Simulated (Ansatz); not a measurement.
# AlH₂SeOF: geometry optimisation

Computed with Ansatz 0.2.0. Level: RKS PBE0-D4/def2-SVPD.

### 1 The starting structure

SMILES `[OH][Al]([F])[SeH]`, 6 atoms, charge 0, spin multiplicity 1.

Atoms are counted from 1 here; the program's logs count them from 0.

Bond lengths: O1–Al2 1.719 Å, O1–H5 0.968 Å, Al2–F3 1.685 Å, Al2–Se4 2.317 Å, Se4–H6 1.487 Å. Angles: Al2–O1–H5 124.7°, O1–Al2–F3 117.0°, O1–Al2–Se4 127.0°, F3–Al2–Se4 116.0°, Al2–Se4–H6 90.8°.

Geometry (Å):

```mol
AlFH2OSe
  3D, bonds by distance, orders not assigned

  6  5  0  0  0  0  0  0  0  0999 V2000
    1.3448   -0.1147   -0.8606 O   0  0
    0.2297   -0.5624    0.3686 Al  0  0
    0.6544   -1.8670    1.3470 F   0  0
   -1.8152    0.4272    0.8245 Se  0  0
    1.2324    0.6385   -1.4577 H   0  0
   -1.6041    1.4142   -0.2681 H   0  0
  1  2  8  0
  1  5  8  0
  2  3  8  0
  2  4  8  0
  4  6  8  0
M  END
```

### 2 Relaxation

The input, input.yaml:

```yaml
crystal:
  periodic: [false, false, false]
  atoms:
    - { symbol: O, position_ang: [1.344777, -0.114671, -0.860567] }
    - { symbol: Al, position_ang: [0.229687, -0.562359, 0.368609] }
    - { symbol: F, position_ang: [0.654383, -1.867007, 1.347028] }
    - { symbol: Se, position_ang: [-1.81515, 0.427183, 0.824478] }
    - { symbol: H, position_ang: [1.232368, 0.638513, -1.457696] }
    - { symbol: H, position_ang: [-1.604064, 1.41424, -0.268051] }
basis:
  gaussian: { orbitals: def2-SVPD }
hamiltonian:
  xc: pbe0
  dispersion: d4
output:
  forces: true
relax:
  f_tol: 0.003
  max_steps: 120
```

Launch:

```sh
ansatz run input.yaml --threads 1 --pin off --max-ram 2560MiB --backend cpu --events-out ev --progress --plain --runs-dir out
```

What time and memory should one allow on 1 thread of Arm Neoverse V1, shared host?

About 59 s, with a peak of 0.31 GiB.
